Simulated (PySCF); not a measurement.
# PrH3(H2O): other functionals and bases at one geometry

An exercise on one series of results from a longer session: the logs are not shown, and one member is left open.

Program: PySCF 2.14.0. Level of theory: several levels, as the steps say, no spin–orbit coupling. These are calculated values, not measurements.

1 further run of the same task is left out (for a known fault of the program).

## The starting structure

7 atoms, charge 0, spin multiplicity 1.

Bond lengths: Pr1–H2 2.098 Å, Pr1–H3 2.095 Å, Pr1–H4 2.181 Å, Pr1–O5 2.443 Å, Pr1–H7 2.423 Å, O5–H6 0.964 Å, O5–H7 1.025 Å. Angles: H2–Pr1–H3 116.2°, H2–Pr1–H4 117.1°, H2–Pr1–O5 116.9°, H2–Pr1–H7 121.7°, H3–Pr1–H4 117.2°, H3–Pr1–O5 116.8°, H3–Pr1–H7 121.6°, H4–Pr1–O5 61.6°, H4–Pr1–H7 37.3°, O5–Pr1–H7 24.3°, Pr1–O5–H6 140.7°, Pr1–O5–H7 76.8°, H6–O5–H7 107.8°, Pr1–H7–O5 78.9°.

Geometry (Å):

```
Pr    0.0377    0.0879    0.2694
H     1.4584    1.2045    1.3349
H    -0.9069   -1.4554    1.3260
H     0.4234   -0.2464   -1.8516
O    -1.3196    1.2959   -1.3632
H    -1.4017    2.1678   -1.7665
H    -0.6895    0.7389   -1.9489
```

Formal oxidation states: Pr +3. Each metal's 2 4f electrons lie in its core potential, so multiplicities, spins and levels count the valence alone. An earlier session relaxed this geometry at PBE0, Pr lcecp-1-SVP with ECP48, H def2-SVP, O def2-SVP (singlet, point group C1).

At PBE0 on the finer grid: E = -110.891080 Eh, HOMO -6.45 eV, LUMO -1.34 eV, Mulliken charge on Pr1 +0.74 e, largest force component 0.017 eV/Å. 

Levels to run: wB97X; M06-L; PBE0, TZVP. Hardware: 2 threads of Arm Neoverse V2, shared host.

The first run:

Input file run.py (the lines that set the calculation):

```python
mol = gto.M(atom='''
Pr     0.03766     0.08787     0.26936
H      1.45835     1.20454     1.33493
H     -0.90689    -1.45537     1.32600
H      0.42335    -0.24638    -1.85159
O     -1.31956     1.29592    -1.36324
H     -1.40174     2.16777    -1.76650
H     -0.68946     0.73887    -1.94893''',
    basis={'Pr': 'lcecp-1-SVP', 'H': 'def2-SVP', 'O': 'def2-SVP'},
    ecp={'Pr': 'lcecp-1-SVP'},
    charge=0, spin=0)
mf = dft.RKS(mol, xc='WB97X')
mf.grids.atom_grid = (75, 302)  # f atoms: unpruned, at least (60, 302)
mf = mf.density_fit()  # fitting sets: Pr AutoAux, H def2-universal-JKFIT, O def2-universal-JKFIT
mf.conv_tol = 1e-08; mf.max_cycle = 55
mf.kernel(dm0)  # dm0: the density of the relaxed state
```

Run with:

```console
> OMP_NUM_THREADS=2 python run.py
```

Steps of the session up to this table: wB97X; M06-L; PBE0, TZVP.

One of the session's tables, all rows but one given; the rest of the session is left out.

| level | HOMO (eV) | gap (eV) | charge on Pr1 (e) | dipole (D) | largest force component (eV/Å) |
| --- | --- | --- | --- | --- | --- |
| PBE0 (relaxed here) | -6.45 | 5.11 | 0.74 | 3.88 | 0.02 |
| wB97X | ? | ? | ? | ? | ? |
| M06-L | -5.55 | 4.18 | 1.00 | 3.85 | 0.13 |
| PBE0, TZVP | -6.49 | 5.12 | 0.93 | 3.74 | 0.21 |

Q: Estimate the row for wB97X from the others.

**Answer.** HOMO (eV): -8.86; gap (eV): 9.42; charge on Pr1 (e): 0.76; dipole (D): 4.08; largest force component (eV/Å): 0.16. In the column «HOMO (eV)» it is the lowest.

In one basis the HOMO–LUMO gap runs from 4.18 eV (M06-L) to 9.42 eV (wB97X). The largest leftover force, 0.21 eV/Å with PBE0, TZVP, stands at a geometry relaxed at another level. With 4f in the core, its levels are missing from HOMO and gap, and its count is fixed, so no charge can pass from the ligands into it. Total energies of different levels can't be compared.
